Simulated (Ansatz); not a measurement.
# InSb3: the cost of one run

Computed with Ansatz 0.2.0 (DFT r2SCAN, scalar-relativistic, plane waves, PAW, unless a step's input says otherwise).

1 further run of the same task is left out (it didn't finish).

### 1 The system as given

Symmetry: Pm-3m, No. 221, cubic system. The conventional cell has a = 4.806 Å, b = 4.806 Å, c = 4.806 Å, α = 90.00°, β = 90.00°, γ = 90.00°. In (site symmetry m-3m) is surrounded by 12 Sb at 3.40 Å. Sb (site symmetry 4/mmm) is surrounded by 4 In at 3.40 Å and 8 Sb at 3.40 Å.

Structure file:

```
CELL_PARAMETERS angstrom
4.80637 0.00000 0.00000
0.00000 4.80637 0.00000
0.00000 0.00000 4.80637
ATOMIC_POSITIONS crystal
In 0.00000 0.00000 0.00000
Sb 0.50000 0.00000 0.50000
Sb 0.00000 0.50000 0.50000
Sb 0.50000 0.50000 0.00000
```

Source of the structure: the Materials Project (structure only).

(A quick probe on a coarse mesh, which set the mesh and smearing, is not shown.)

### 3 The relaxation

The input, input.yaml:

```yaml
crystal:
  lattice:
    - [4.806367, 0.0, 0.0]
    - [0.0, 4.806367, 0.0]
    - [0.0, 0.0, 4.806367]
  atoms:
    - { symbol: In, position: [0.0, 0.0, 0.0] }
    - { symbol: Sb, position: [0.5, 0.0, 0.5] }
    - { symbol: Sb, position: [0.0, 0.5, 0.5] }
    - { symbol: Sb, position: [0.5, 0.5, 0.0] }
basis:
  ecutwfc: 500
kpoints:
  mp_grid: { grid: [10, 10, 10] }
hamiltonian:
  xc: r2scan
scf:
  occupations: { method: gaussian, width: 0.1 }
output:
  forces: true
  stress: true
  eigenvalues: true
  write_density: true
  write_potential: true
  elf: true
  volumetric_format: npy
relax:
  adjacent_minimum: "off"
  f_tol: 0.005
  max_steps: 80
  cell: { stress_tol: 0.05 }
```

Started as:

```
$ ansatz run input.yaml --threads 1 --pin off --max-ram 2560MiB --backend cpu --events-out ev --progress --plain --runs-dir out
```

**Question.** How long does this run take on 1 thread of Intel Xeon 6975P-C (Granite Rapids), shared host, and how much memory does it need?

About 89 s, with a peak of 0.73 GiB.
